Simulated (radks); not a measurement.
# Valence configurations of Ga⁺

An exercise on one series of results from a longer session: the logs are not shown, and one member is left open.

Method: scalar-relativistic Kohn-Sham, PBE, spin-polarised, spherical densities, point nucleus; open shells are filled with parallel spins first. Code: radks (a radial shooting solver on a logarithmic mesh, Libxc functionals) version 1.

**Starting point**

```
element       : gallium (Z = 31)
charge        : +1
electrons     : 30
configuration : [Ar] 3d10 4s2
others tried  : 3d9 4s2 4p1; 3d10 4s1 4p1; 3d9.5 4s2 4p0.5; 3d10 4s1.5 4p0.5; 3d10 4p2; 3d8 4s2 4p2; 3d9.5 4s1.5 4p1
```

The outer shells:

Ga⁺
```
[Ar] core
3d [↑↓][↑↓][↑↓][↑↓][↑↓]
4s [↑↓]
```

Set-up of the first run:

Settings of this run:

```text
Z 31
configuration [Ar] 3d10 4s2
relativity scalar-relativistic
functional pbe,pbe
spin polarised
nucleus point
c 137.035999084
```

Steps of the session up to this table: [Ar] 3d10 4s2.

One table of the session follows, with a row left open; its other results are not shown here.

From the orbitals of this run (lengths in bohr):

```
level      <r>  outermost maximum (interpolated)  90 % within  nodes
   1s  0.04860                            0.0318       0.0869      0
   2s   0.2178                             0.182        0.337      1
   2p   0.1907                             0.146        0.312      0
   3s   0.6519                             0.564        0.976      2
   3p   0.6792                             0.567         1.05      1
   3d   0.8075                             0.533         1.39      0
   4s        ?                                 ?            ?      ?
```

Q: Estimate the row for 4s from the others.

**Answer.** <r>: 2.217; outermost maximum (interpolated): 1.85; 90 % within: 3.33; nodes: 3. In the column «<r>» it is the highest.
